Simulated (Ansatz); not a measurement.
# Fe2O3 (Hematite): the cost of one run

Computed with Ansatz 0.2.0 (DFT PBE+U (U_eff = 4 eV on Fe 3d), scalar-relativistic, plane waves, PAW, unless a step's input says otherwise).

## 1. The starting structure

The structure is trigonal, space group R-3c (No. 167). The conventional cell has a = 5.038 Å, b = 5.038 Å, c = 13.772 Å, α = 90.00°, β = 90.00°, γ = 120.00°. Fe (site symmetry 3) has 6 O at 1.95 to 2.12 Å as nearest neighbours. Around O (site symmetry 2) lie 4 Fe at 1.95 to 2.12 Å.

Structure file:

```
Fe O
1.0
     2.51900    1.45435    4.59067
    -2.51900    1.45435    4.59067
     0.00000   -2.90869    4.59067
Fe O
4 6
Direct
  0.35530 0.35530 0.35530
  0.14470 0.14470 0.14470
  0.64470 0.64470 0.64470
  0.85530 0.85530 0.85530
  0.55590 0.94410 0.25000
  0.25000 0.55590 0.94410
  0.94410 0.25000 0.55590
  0.44410 0.05590 0.75000
  0.75000 0.44410 0.05590
  0.05590 0.75000 0.44410
```

The moments start at Fe 5.00 μB.

## 2. First run, at the start cell

Contents of input.yaml:

```yaml
crystal:
  lattice:
    - [2.519, 1.4543453281, 4.5906666667]
    - [-2.519, 1.4543453281, 4.5906666667]
    - [0.0, -2.9086906562, 4.5906666667]
  atoms:
    - { symbol: Fe, position: [0.3553, 0.3553, 0.3553], spin: 5.0 }
    - { symbol: Fe, position: [0.1447, 0.1447, 0.1447], spin: 5.0 }
    - { symbol: Fe, position: [0.6447, 0.6447, 0.6447], spin: 5.0 }
    - { symbol: Fe, position: [0.8553, 0.8553, 0.8553], spin: 5.0 }
    - { symbol: O, position: [0.5559, 0.9441, 0.25] }
    - { symbol: O, position: [0.25, 0.5559, 0.9441] }
    - { symbol: O, position: [0.9441, 0.25, 0.5559] }
    - { symbol: O, position: [0.4441, 0.0559, 0.75] }
    - { symbol: O, position: [0.75, 0.4441, 0.0559] }
    - { symbol: O, position: [0.0559, 0.75, 0.4441] }
basis:
  ecutwfc: 420
  ecutrho_ratio: 4
kpoints:
  mp_grid: { grid: [4, 4, 4] }
hamiltonian:
  xc: pbe
  hubbard: { sites: [{ species: Fe, l: d, u_eff: 4.0 }] }
scf:
  occupations: { method: gaussian, width: 0.05 }
output:
  forces: true
  stress: true
  eigenvalues: true
  populations: true
  hubbard: { sites: [{ species: Fe, l: d }] }
magnetization:
  spin_polarized: true
```

Launch:

```
> ansatz run input.yaml --threads 4 --pin off --max-ram 10240MiB --backend cpu --events-out ev --progress --plain --runs-dir out
```

**Question.** How long does this run take on 4 threads of Arm Neoverse V1, shared host, and how much memory does it need?

About 9.5 s, with a peak of 0.63 GiB.
